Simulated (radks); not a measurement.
**Ionisation of Tl: one atom, several choices of functional**

An exercise on one series of results from a longer session: the logs are not shown, and one member is left open.

Program: radks (a radial shooting solver on a logarithmic mesh, Libxc functionals) version 1. Level of theory: scalar-relativistic Kohn-Sham, spin-unpolarised, spherical densities, finite nucleus. These are calculated values, not measurements, unless marked.

## What is computed

```
element       : thallium (Z = 81)
charge        : 0
electrons     : 81
configuration : [Hg] 6p1
ion           : Tl⁺, [Hg]
choices       : PBE; LDA (Slater exchange, VWN5 correlation); revPBE; AM05; LDA (Slater exchange, Perdew-Wang correlation); r2SCAN; PBEsol; PW91; LDA (Slater exchange, Perdew-Zunger correlation)
```

The outer shells:

Tl
```
[Hg] core
6p [↑ ][  ][  ]
```

Tl⁺
```
[Xe] core
4f [↑↓][↑↓][↑↓][↑↓][↑↓][↑↓][↑↓]
5d [↑↓][↑↓][↑↓][↑↓][↑↓]
6s [↑↓]
```

Set-up of the first run:

Settings of this run:

```text
Z 81
configuration [Hg] 6p1
relativity scalar-relativistic
functional pbe,pbe
spin unpolarised
nucleus finite rms 5.4759 fm
c 137.035999084
```

Steps of the session up to this table: PBE: Tl; PBE: Tl⁺; LDA (Slater exchange, VWN5 correlation): Tl; LDA (Slater exchange, VWN5 correlation): Tl⁺; revPBE: Tl; revPBE: Tl⁺; AM05: Tl; AM05: Tl⁺; LDA (Slater exchange, Perdew-Wang correlation): Tl; LDA (Slater exchange, Perdew-Wang correlation): Tl⁺; r2SCAN: Tl; r2SCAN: Tl⁺; PBEsol: Tl; PBEsol: Tl⁺; PW91: Tl; PW91: Tl⁺; LDA (Slater exchange, Perdew-Zunger correlation): Tl; LDA (Slater exchange, Perdew-Zunger correlation): Tl⁺.

One of the session's tables, all rows but one given; the rest of the session is left out.

```
                                      functional  Δ-SCF (eV)  −ε(HOMO) (eV)  <r> HOMO (bohr)
                                             PBE       5.169          2.372            3.855
         LDA (Slater exchange, VWN5 correlation)       5.405          2.576            3.772
                                          revPBE       5.074          2.290            3.886
                                            AM05       5.107          2.325            3.831
  LDA (Slater exchange, Perdew-Wang correlation)       5.405          2.577            3.773
                                          r2SCAN       4.947          2.272            3.784
                                          PBEsol       5.150          2.363            3.805
                                            PW91       5.226          2.405            3.847
LDA (Slater exchange, Perdew-Zunger correlation)           ?              ?                ?
```

Estimate the missing values for LDA (Slater exchange, Perdew-Zunger correlation).

The run gave: Δ-SCF (eV): 5.411; −ε(HOMO) (eV): 2.582; <r> HOMO (bohr): 3.771. In the column «Δ-SCF (eV)» it is the highest.

Spin polarisation and multiplet splitting are left out, so open shells lie too high by an amount that depends on their filling. Spin-orbit splitting is averaged out at the scalar-relativistic level.
